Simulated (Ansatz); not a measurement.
Write a Python script for Ansatz 0.2.0, Python API that makes an active-space calculation of FGeH₃O, SMILES [OH][GeH2][F]. Use (for the species named): Hartree-Fock, def2-SVP basis, multiplicity 1.

```json
{"atom": "O", "x (Å)": "-1.1244", "y (Å)": "-0.6732", "z (Å)": "-0.5309"}
{"atom": "Ge", "x (Å)": "0.3367", "y (Å)": "0.0024", "z (Å)": "0.1696"}
{"atom": "F", "x (Å)": "1.2823", "y (Å)": "-1.3306", "z (Å)": "0.7438"}
{"atom": "H", "x (Å)": "-1.5864", "y (Å)": "0.1889", "z (Å)": "-0.8502"}
{"atom": "H", "x (Å)": "1.1346", "y (Å)": "0.7799", "z (Å)": "-0.9262"}
{"atom": "H", "x (Å)": "-0.0007", "y (Å)": "0.9685", "z (Å)": "1.3477"}
```

Script `fgeh3o_cas.py`:
```python
"""Static correlation in FGeH3O: natural occupations of an active space."""

import ansatz as az
from ase import Atoms

BASIS = "def2-SVP"


def main() -> None:
    atoms = Atoms(["O", "Ge", "F", "H", "H", "H"], positions=[
        (-1.1244, -0.6732, -0.5309),
        (0.3367, 0.0024, 0.1696),
        (1.2823, -1.3306, 0.7438),
        (-1.5864, 0.1889, -0.8502),
        (1.1346, 0.7799, -0.9262),
        (-0.0007, 0.9685, 1.3477),
    ])
    molecule = az.Crystal.molecule_from_ase(atoms)

    setup = molecule.calculation()
    setup = setup.basis(gaussian=BASIS)
    setup = setup.correlation(active_electrons=6, active_orbitals=6)
    for method in [None, "sc_nevpt2"]:
        rep = (setup if method is None else setup.correlation(method)).run().report
        space = rep["configurations"]
        state = space["states"][0]
        print(method or "casscf", f"total {rep['free_energy_ev'] / 27.211386246:.6f} Ha, active-space state {state['energy']['hartree']:.6f} Ha, mean field {rep['reference_energy_ev'] / 27.211386246:.6f} Ha")
        print("  determinants", state["n_determinants"], " natural occupations", [round(n, 3) for n in space["natural_occupations"]])


if __name__ == "__main__":
    main()
```

```console
$ python fgeh3o_cas.py
casscf total -2251.143296 Ha, active-space state -2251.143296 Ha, mean field -2251.047905 Ha
  determinants 400  natural occupations [1.979, 1.975, 1.972, 0.029, 0.026, 0.02]
sc_nevpt2 total -2251.643540 Ha, active-space state -2251.143289 Ha, mean field -2251.047905 Ha
  determinants 400  natural occupations [1.979, 1.975, 1.972, 0.029, 0.026, 0.02]
```

Reading the output:
- Total energies depend on the basis set; only differences at equal settings carry meaning.
- The geometry is a force-field or estimated start, not a minimum of this method, and the basis set is short of its limit. The active space starts as a window about the frontier orbitals and is then optimised, not chosen by chemistry.
- It ran for 10 s on 1 thread of Intel(R) Xeon(R) 6975P-C (Granite Rapids), with other jobs on the host, peak memory 0.24 GiB.

(Lines on the test bed's own set-up are left out of the output.)
